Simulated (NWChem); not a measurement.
# A workflow on the pair BH3S···SiH4O

We compute a single-point energy (singlet BSiH7SO, wB97X-D3/pcseg-1), then a single-point energy (singlet BH3S, wB97X-D3/pcseg-1), then a single-point energy (singlet SiH4O, wB97X-D3/pcseg-1), then the energy (singlet BH3S, wB97X-D3/pcseg-1), then a single-point energy (singlet SiH4O, wB97X-D3/pcseg-1) of BH7OSSi and its partners. 

The calculation is run with NWChem 7.3.0.

## (1) Starting point

BSiH7SO: 11 atoms, total charge 0, spin state singlet. The two molecules were placed rigidly side by side, at 1.1 times their contact distance; the pair isn't optimised.

Bond lengths: B1–S2 1.765 Å, O6–Si7 1.648 Å, B1–H3 1.192 Å, B1–H4 1.190 Å, S2–H5 1.344 Å, O6–H8 0.957 Å, Si7–H9 1.489 Å, Si7–H10 1.481 Å, Si7–H11 1.489 Å. Some angles: B1–S2–H5 99.2°, S2–B1–H3 115.8°, S2–B1–H4 121.4°, O6–Si7–H9 111.7°, O6–Si7–H10 105.9°, O6–Si7–H11 111.7°, Si7–O6–H8 117.9°, H3–B1–H4 122.7°, H9–Si7–H10 109.9°, H9–Si7–H11 107.9°.

## (2) A single-point energy at wB97X-D3/pcseg-1 (run 1)

The input, input.nw:

```
start input
memory stack 880 mb heap 220 mb global 1100 mb
geometry units angstroms noautosym nocenter noautoz
  B    -0.402080   -0.406260    0.096380
  S     0.151720    1.251640   -0.146020
  H    -1.572880   -0.541660    0.272480
  H     0.357120   -1.322860    0.082480
  H     1.466120    1.019140   -0.305320
  O    -0.051100   -4.477180   -3.757620
  Si    1.165770   -3.421520   -3.411590
  H     0.157040   -5.237220   -4.301470
  H     2.274190   -4.084130   -2.670390
  H     0.559680   -2.364560   -2.570510
  H     1.738450   -2.818800   -4.646890
end
basis spherical bse
  * library pcseg-1
end
dft
  xc wb97x-d3
  grid fine
  convergence energy 1e-08
  iterations 100
  mulliken
  noprint "final vectors analysis"
end
task dft energy
```

Started as:

```bash
$ nwchem input.nw > input.out
```

Output:

```text
[...]
          Wavefunction type:  closed shell.
          No. of atoms     :    11
          No. of electrons :    50
[...]
          Charge           :     0
          Spin multiplicity:     1
[...]
          AO basis - number of functions:    99
[...]
              XC Information
              --------------
                    wb97x-d3  Method XC Functional
                     Hartree-Fock (Exact) Exchange  1.000
                      wb97x-d3 Exchange Functional  1.000
                   wb97x-d3 Correlation Functional  1.000
[...]
 d= 0,ls=0.0,diis     1   -791.8432902793 -9.57D+02  7.95D-03  5.74D-01     7.7
[...]
 d= 0,ls=0.0,diis     9   -791.9146823619 -2.92D-09  1.44D-06  1.81D-09    62.7
         Total DFT energy =     -791.914682361855
      One electron energy =    -1421.346846462258
           Coulomb energy =      525.782393256640
    Exchange-Corr. energy =      -61.846707191955
 Nuclear repulsion energy =      165.498102265293
    Dispersion correction =       -0.001624229575
[...]
      Total Density - Mulliken Population Analysis
     ---------------------------------------------
    Atom       Charge   Shell Charges
 -----------   ------   -------------------------------------------------------
    1 B    5     5.02   1.99  0.68  0.37  1.52  0.43  0.03
    2 S   16    16.15   2.00  1.99  1.19  0.64  5.99  3.31  0.97  0.06
    3 H    1     0.97   0.78  0.18  0.01
    4 H    1     0.98   0.78  0.19  0.01
    5 H    1     0.88   0.72  0.14  0.02
    6 O    8     8.54   2.00  0.89  0.84  2.99  1.82  0.01
    7 Si  14    13.29   2.00  1.99  0.92  0.19  5.99  1.92  0.04  0.24
    8 H    1     0.75   0.68  0.02  0.06
    9 H    1     1.14   0.76  0.37  0.01
   10 H    1     1.13   0.76  0.36  0.01
[...]
```

Wall time 64 s (1 thread of Intel Xeon Platinum 8259CL at 2.50GHz (Skylake/Cascade Lake), shared host); peak memory 0.12 GiB.

## (3) BH3S: a single-point energy at wB97X-D3/pcseg-1 (run 2)

The input, job.nw:

```
start job
memory 2200 mb

geometry units atomic noautosym nocenter noautoz
  B  -0.75982108 -0.76772014  0.18213180
  S   0.28670925  2.36525681 -0.27593781
  H  -2.97231243 -1.02358905  0.51491257
  H   0.67485899 -2.49984310  0.15586461
  H   2.77056527  1.92589548 -0.57697118
end

basis spherical bse
  * library pcseg-1
end

dft
  xc wb97x-d3
  mult 1
  grid fine
  convergence energy 1e-08
  iterations 100
  mulliken
  noprint "final vectors analysis"
end

task dft energy
```

Started as:

```bash
$ nwchem job.nw > job.out
```

Output:

```text
[...]
          Wavefunction type:  closed shell.
          No. of atoms     :     5
          No. of electrons :    24
[...]
          Charge           :     0
          Spin multiplicity:     1
[...]
          AO basis - number of functions:    47
[...]
              XC Information
              --------------
                    wb97x-d3  Method XC Functional
                     Hartree-Fock (Exact) Exchange  1.000
                      wb97x-d3 Exchange Functional  1.000
                   wb97x-d3 Correlation Functional  1.000
[...]
 d= 0,ls=0.0,diis     1   -424.7978649168 -4.68D+02  8.27D-03  1.43D-01     1.7
[...]
 d= 0,ls=0.0,diis     8   -424.8220764644 -1.19D-09  9.38D-07  7.71D-10    10.8
         Total DFT energy =     -424.822076464416
      One electron energy =     -670.104849164805
           Coulomb energy =      233.051531312737
    Exchange-Corr. energy =      -30.839071546781
 Nuclear repulsion energy =       43.070548920314
    Dispersion correction =       -0.000235985880
[...]
      Total Density - Mulliken Population Analysis
     ---------------------------------------------
    Atom       Charge   Shell Charges
 -----------   ------   -------------------------------------------------------
    1 B    5     5.02   1.99  0.68  0.37  1.53  0.42  0.03
    2 S   16    16.15   2.00  1.99  1.19  0.64  5.99  3.31  0.97  0.06
    3 H    1     0.97   0.78  0.19  0.01
    4 H    1     0.98   0.78  0.19  0.01
    5 H    1     0.88   0.72  0.14  0.02
[...]
```

It took 11 s on 1 thread of Intel Xeon Platinum 8259CL at 2.50GHz (Skylake/Cascade Lake), shared host; peak memory 0.12 GiB.

## (4) SiH4O: a single-point energy at wB97X-D3/pcseg-1 (run 3)

The input, h4osi.nw:

```
start h4osi
memory stack 880 mb heap 220 mb global 1100 mb
charge 0

geometry units angstroms noautosym nocenter noautoz
  O    -0.051100   -4.477180   -3.757620
  Si    1.165770   -3.421520   -3.411590
  H     0.157040   -5.237220   -4.301470
  H     2.274190   -4.084130   -2.670390
  H     0.559680   -2.364560   -2.570510
  H     1.738450   -2.818800   -4.646890
end

basis spherical bse
  * library pcseg-1
end

dft
  xc wb97x-d3
  grid fine
  convergence energy 1e-08
  iterations 100
  mulliken
  print low
end

task dft energy
```

Started as:

```bash
$ nwchem h4osi.nw > h4osi.out
```

Output:

```text
[...]
 d= 0,ls=0.0,diis     1   -367.0448159506 -4.32D+02  1.29D-02  4.30D-01     2.0
[...]
 d= 0,ls=0.0,diis     8   -367.0918441195 -2.96D-09  8.17D-07  2.50D-10    17.7
         Total DFT energy =     -367.091844119520
      One electron energy =     -635.887885429590
           Coulomb energy =      235.049333719442
    Exchange-Corr. energy =      -31.007585842342
 Nuclear repulsion energy =       64.754946212168
    Dispersion correction =       -0.000652779198
[...]
      Total Density - Mulliken Population Analysis
     ---------------------------------------------
    Atom       Charge   Shell Charges
 -----------   ------   -------------------------------------------------------
    1 O    8     8.54   2.00  0.89  0.84  2.99  1.82  0.01
    2 Si  14    13.30   2.00  1.99  0.92  0.20  5.99  1.92  0.05  0.24
    3 H    1     0.75   0.68  0.02  0.06
    4 H    1     1.14   0.77  0.37  0.01
    5 H    1     1.12   0.76  0.35  0.01
    6 H    1     1.14   0.77  0.37  0.01
[...]
```

Run time: 19 s. Hardware: 1 thread of Intel Xeon Platinum 8259CL at 2.50GHz (Skylake/Cascade Lake), shared host; peak memory 0.12 GiB.

## (5) BH3S among ghost functions: a single-point energy at wB97X-D3/pcseg-1 (with ghost functions) (run 4)

The input, m1.nw:

```
start m1
memory 2200 mb

geometry units atomic noautosym nocenter noautoz
 B  -0.75982108 -0.76772014  0.18213180
 S   0.28670925  2.36525681 -0.27593781
 H  -2.97231243 -1.02358905  0.51491257
 H   0.67485899 -2.49984310  0.15586461
 H   2.77056527  1.92589548 -0.57697118
 bqO     -0.096565    -8.460644    -7.100873
 bqSi     2.202986    -6.465736    -6.446971
 bqH      0.296763    -9.896911    -8.128600
 bqH      4.297596    -7.717887    -5.046306
 bqH      1.057642    -4.468371    -4.857560
 bqH      3.285194    -5.326760    -8.781349
end

basis "ao basis" spherical bse
 B library pcseg-1
 S library pcseg-1
 H library pcseg-1
 bqO library O pcseg-1
 bqSi library Si pcseg-1
 bqH library H pcseg-1
end

dft
 xc wb97x-d3
 grid fine
 convergence energy 1e-08
 iterations 100
 mulliken
 noprint "final vectors analysis"
end

task dft energy
```

Started as:

```bash
$ nwchem m1.nw > m1.out
```

Output:

```text
[...]
          Wavefunction type:  closed shell.
          No. of atoms     :    11
          No. of electrons :    24
[...]
          Charge           :     0
          Spin multiplicity:     1
[...]
          AO basis - number of functions:    99
[...]
              XC Information
              --------------
                    wb97x-d3  Method XC Functional
                     Hartree-Fock (Exact) Exchange  1.000
                      wb97x-d3 Exchange Functional  1.000
                   wb97x-d3 Correlation Functional  1.000
[...]
 d= 0,ls=0.0,diis     1   -424.7979174595 -4.68D+02  3.94D-03  1.43D-01     4.7
[...]
 d= 0,ls=0.0,diis     8   -424.8221283050 -1.22D-09  4.52D-07  8.02D-10    44.3
         Total DFT energy =     -424.822128305028
      One electron energy =     -670.105834119086
           Coulomb energy =      233.052441183316
    Exchange-Corr. energy =      -30.839048303692
 Nuclear repulsion energy =       43.070548920314
    Dispersion correction =       -0.000235985880
[...]
      Total Density - Mulliken Population Analysis
     ---------------------------------------------
    Atom       Charge   Shell Charges
 -----------   ------   -------------------------------------------------------
    1 B    5     5.03   1.99  0.68  0.37  1.53  0.43  0.03
    2 S   16    16.15   2.00  1.99  1.19  0.64  5.99  3.31  0.97  0.06
    3 H    1     0.97   0.78  0.19  0.01
    4 H    1     0.98   0.78  0.19  0.01
    5 H    1     0.88   0.72  0.14  0.02
    6 X    0    -0.00   0.00  0.00 -0.00 -0.00  0.00 -0.00
    7 X    0     0.00  -0.00 -0.00 -0.00  0.00 -0.00  0.00  0.00  0.00
    8 X    0    -0.00   0.00 -0.00 -0.00
    9 X    0     0.00  -0.00  0.00  0.00
   10 X    0    -0.00   0.00 -0.00 -0.00
[...]
```

Wall time 45 s (1 thread of Intel Xeon Platinum 8259CL at 2.50GHz (Skylake/Cascade Lake), shared host); peak memory 0.13 GiB.

## (6) SiH4O among ghost functions: the energy at wB97X-D3/pcseg-1 (with ghost functions) (run 5)

The input, test.nw:

```
start test
title "H4OSi wB97X-D3"
memory 2200 mb
charge 0
geometry noautosym nocenter noautoz
   O     -0.051100    -4.477180    -3.757620
   Si     1.165770    -3.421520    -3.411590
   H      0.157040    -5.237220    -4.301470
   H      2.274190    -4.084130    -2.670390
   H      0.559680    -2.364560    -2.570510
   H      1.738450    -2.818800    -4.646890
   bqB     -0.402080    -0.406260     0.096380
   bqS      0.151720     1.251640    -0.146020
   bqH     -1.572880    -0.541660     0.272480
   bqH      0.357120    -1.322860     0.082480
   bqH      1.466120     1.019140    -0.305320
end
basis spherical bse
   O library pcseg-1
   Si library pcseg-1
   H library pcseg-1
   bqB library B pcseg-1
   bqS library S pcseg-1
   bqH library H pcseg-1
end
dft
   xc wb97x-d3
   grid fine
   convergence energy 1e-08
   maxiter 100
   mulliken
   noprint "final vectors analysis"
end
task dft energy
```

Started as:

```bash
$ nwchem test.nw > test.out
```

Output:

```text
[...]
          Wavefunction type:  closed shell.
          No. of atoms     :    11
          No. of electrons :    26
[...]
          Charge           :     0
          Spin multiplicity:     1
[...]
          AO basis - number of functions:    99
[...]
              XC Information
              --------------
                    wb97x-d3  Method XC Functional
                     Hartree-Fock (Exact) Exchange  1.000
                      wb97x-d3 Exchange Functional  1.000
                   wb97x-d3 Correlation Functional  1.000
[...]
 d= 0,ls=0.0,diis     1   -367.0448727869 -4.32D+02  6.85D-03  4.30D-01     5.2
[...]
 d= 0,ls=0.0,diis     8   -367.0919079086 -2.99D-09  4.36D-07  2.52D-10    46.4
         Total DFT energy =     -367.091907908551
      One electron energy =     -635.887094247489
           Coulomb energy =      235.048314617733
    Exchange-Corr. energy =      -31.007421711766
 Nuclear repulsion energy =       64.754946212168
    Dispersion correction =       -0.000652779198
[...]
      Total Density - Mulliken Population Analysis
     ---------------------------------------------
    Atom       Charge   Shell Charges
 -----------   ------   -------------------------------------------------------
    1 O    8     8.54   2.00  0.89  0.84  2.99  1.82  0.01
    2 Si  14    13.30   2.00  1.99  0.92  0.19  5.99  1.92  0.05  0.24
    3 H    1     0.75   0.68  0.02  0.06
    4 H    1     1.14   0.76  0.37  0.01
    5 H    1     1.12   0.76  0.35  0.01
    6 H    1     1.14   0.76  0.37  0.01
    7 X    0    -0.00   0.00  0.00 -0.00  0.00 -0.00 -0.00
    8 X    0     0.00   0.00  0.00 -0.00  0.00 -0.00  0.00  0.00  0.00
    9 X    0     0.00   0.00  0.00  0.00
   10 X    0     0.00  -0.00  0.00 -0.00
[...]
```

It took 47 s on 1 thread of Intel Xeon Platinum 8259CL at 2.50GHz (Skylake/Cascade Lake), shared host; peak memory 0.13 GiB.

## (7) Outcome

| quantity | value |
| --- | --- |
| run 1, wB97X-D3/pcseg-1: total energy | -791.91468 Eh |
| run 1, wB97X-D3/pcseg-1: dipole moment | 2.47 D |
| run 1, wB97X-D3/pcseg-1: dispersion energy | -4.26 kJ/mol |
| BH3S: total energy | -424.82208 Eh |
| BH3S: dipole moment | 1.07 D |
| BH3S: dispersion energy | -0.62 kJ/mol |
| SiH4O: total energy | -367.09184 Eh |
| SiH4O: dispersion energy | -1.71 kJ/mol |
| BH3S among ghost functions: total energy | -424.82213 Eh |
| BH3S among ghost functions: dipole moment | 1.07 D |
| BH3S among ghost functions: dispersion energy | -0.62 kJ/mol |
| SiH4O among ghost functions: total energy | -367.09191 Eh |
| SiH4O among ghost functions: dipole moment | 1.47 D |
| SiH4O among ghost functions: dispersion energy | -1.71 kJ/mol |
| interaction energy of the rigid parts BH3S and SiH4O (parts in their own basis; closest atoms 2.86 Å apart) | -0.021 eV |
| interaction energy of the rigid parts BH3S and SiH4O (parts in the whole basis, counterpoise; closest atoms 2.86 Å apart) | -0.018 eV |

What this shows: The interaction energy of the rigid parts BH3S and SiH4O (parts in their own basis; closest atoms 2.86 Å apart) is −0.02 eV (−0.5 kcal/mol): the parts attract. Without counterpoise this holds the superposition error of the basis. The interaction energy of the rigid parts BH3S and SiH4O (parts in the whole basis, counterpoise; closest atoms 2.86 Å apart) is −0.02 eV (−1.7 kJ/mol). The basis-set superposition error is 0.3 kJ/mol. Mulliken charges (run 1, wB97X-D3/pcseg-1) run from -0.54 on O6 to +0.71 on Si7.
